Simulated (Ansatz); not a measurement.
What does this script print? It uses the Ansatz DFT code, driven from Python.

Contents of `kmgf3.extxyz`:
```text
5
Lattice="3.9859 0.0 0.0 0.0 3.9859 0.0 0.0 0.0 3.9859" Properties=species:S:1:pos:R:3 pbc="T T T"
K     1.99295000    1.99295000    1.99295000
Mg    0.00000000    0.00000000    0.00000000
F     1.99295000    0.00000000    0.00000000
F     0.00000000    1.99295000    0.00000000
F     0.00000000    0.00000000    1.99295000
```

`kmgf3_scf.py`:
```python
# -*- coding: utf-8 -*-
"""SCF run for KMgF3."""

import sys

import ansatz as az
import numpy as np
import pandas as pd

kmgf3 = az.Crystal.from_extxyz("kmgf3.extxyz")

# functional, basis and sampling
calc = (
    kmgf3.calculation()
    .functional(az.Functional.R2SCAN, dispersion="d4")
    .pseudopotentials("nc")
    .kpoints(4, 4, 4)
    .occupations(az.OccupationsMethod.FIXED)
    .mixing("msr1", beta=0.2)
    .scf(tolerance=1e-08, algorithm="density_mixing")
    .potential()
    .forces()
    .stress()
    .density()
)
try:
    done = calc.run(threads=1, pin="off")
except az.NonConvergedError as error:
    sys.exit(f"no convergence: {error}")
except az.RefusalError as error:
    sys.exit(f"input refused: {error}")
rep = done.report

energy = rep["free_energy_ev"]
print("KMgF3: {:.6f} eV = {:.6f} Ry = {:.6f} Ha".format(energy, energy / 13.605693, energy / 27.211386))
print("Fermi level {:.4f} eV, {} k-points, {} symmetry operations".format(rep["fermi_energy_ev"], rep["n_kpoints"], rep["n_symmetry_ops"]))

v = done.potential()
line = v.v_es_ev.mean(axis=(0, 1))
print("planar mean of the electrostatic potential along the third grid axis (eV):")
print(np.round(line[:: max(len(line) // 12, 1)], 3))

# forces, one row an atom
table = pd.DataFrame(rep["forces_ev_ang"], columns=["fx", "fy", "fz"])
table.insert(0, "atom", [site["symbol"] for site in rep["lattice"]["sites"]])
print(table.round(4).to_string())

used = rep["setup"]
print("cutoffs (eV):", used["ecut_ev"], used["ecutrho_ev"], " FFT grid:", used["fft_dense"])
print("cell volume {:.3f} A^3, {} symmetry operations".format(used["cell_volume_ang3"], used["n_sym_ops"]))

# pressure is a third of the trace
print("pressure by term (GPa)")
for term, tensor in rep["stress_terms_gpa"].items():
    print(f"  {term:28s} {np.trace(np.array(tensor)) / 3:12.3f}")
print(f"  {'total':28s} {np.trace(np.array(rep['stress_gpa'])) / 3:12.3f}")

rho = done.density()
total = sum(ch.density_e_per_ang3 for ch in rho.channels[:2]) if len(rho.channels) < 3 else rho.channels[0].density_e_per_ang3
print("grid", rho.dims, "electrons", round(float(total.mean() * rho.cell_volume_ang3), 4))
print(f"density range {total.min():.4f} to {total.max():.4f} e/A^3")
print(np.array2string(total[:: max(rho.dims[0] // 8, 1), :: max(rho.dims[1] // 8, 1), 0], precision=3, suppress_small=True))
```

```console
$ python kmgf3_scf.py
DeckWarning: basis.ecutwfc = 1250 eV, auto-derived from the records' recommended cutoffs: set by F (normal level)
DeckWarning: output.stress: scf.convergence.dr2_threshold = 1e-8 eV is looser than the 5e-10 eV advised for a printed stress (1e-10 eV for each atom of the cell: 5). What an SCF threshold leaves in a [...]
KMgF3: -4458.503084 eV = -327.693935 Ry = -163.846968 Ha
Fermi level 2.2577 eV, 10 k-points, 48 symmetry operations
planar mean of the electrostatic potential along the third grid axis (eV):
[-6.243  0.252  6.57   7.76   6.219 -0.92  -8.122 -0.92   6.219  7.76
  6.57   0.252]
  atom   fx   fy   fz
0    K  0.0  0.0  0.0
1   Mg -0.0  0.0  0.0
2    F -0.0 -0.0 -0.0
3    F  0.0  0.0  0.0
4    F  0.0  0.0  0.0
cutoffs (eV): 1250.0 5000.0  FFT grid: [48, 48, 48]
cell volume 63.326 A^3, 48 symmetry operations
pressure by term (GPa)
  kinetic                          4330.693
  hartree                          1139.774
  ewald                           -2295.304
  local_pseudopotential           -1209.236
  nonlocal_pseudopotential        -1322.607
  augmentation                        0.000
  nlcc                             -310.791
  hubbard                             0.000
  exx                                 0.000
  electric_field                      0.000
  mag_constraint                      0.000
  xc                               -333.131
  dispersion                         -0.444
  external_charges                    0.000
  scf_correction                      0.000
  pulay_correction                    0.065
  total                              -0.981
grid (48, 48, 48) electrons 40.0
density range 0.0009 to 23.0694 e/A^3
[[13.338  4.069  0.34   3.837  2.601  3.837  0.34   4.069]
 [ 4.069  0.492  0.189  1.159  3.787  1.159  0.189  0.492]
 [ 0.34   0.189  0.082  0.148  0.245  0.148  0.082  0.189]
 [ 3.837  1.159  0.148  0.037  0.032  0.037  0.148  1.159]
 [ 2.601  3.787  0.245  0.032  0.016  0.032  0.245  3.787]
 [ 3.837  1.159  0.148  0.037  0.032  0.037  0.148  1.159]
 [ 0.34   0.189  0.082  0.148  0.245  0.148  0.082  0.189]
 [ 4.069  0.492  0.189  1.159  3.787  1.159  0.189  0.492]]
```
(Warnings from the package without file and line, shortened.)

Caveats:
- These settings explore the input space; cutoff and mesh may be short of convergence.
- Such functionals run on norm-conserving files made under PBE, which can move pressures by some GPa.
- The Fermi level of a run with fixed occupations marks the highest occupied state on its mesh, not mid-gap.
- The zero of the levels is a convention of the potentials, so an absolute Fermi energy is no work function.
- Pressure is positive in compression.
- Densities and potentials on the grid are those of the valence electrons, and inside the cores they hang on the potentials used.
- The structure is a deposited one; some such entries were measured under pressure or heat, so a shift against it needn't be the functional's error alone.
- Cost: roughly 15 core-seconds.

(A comment or docstring line of the script was reworded after the run, the code is as it ran; lines on the test bed's own set-up are left out of the output.)
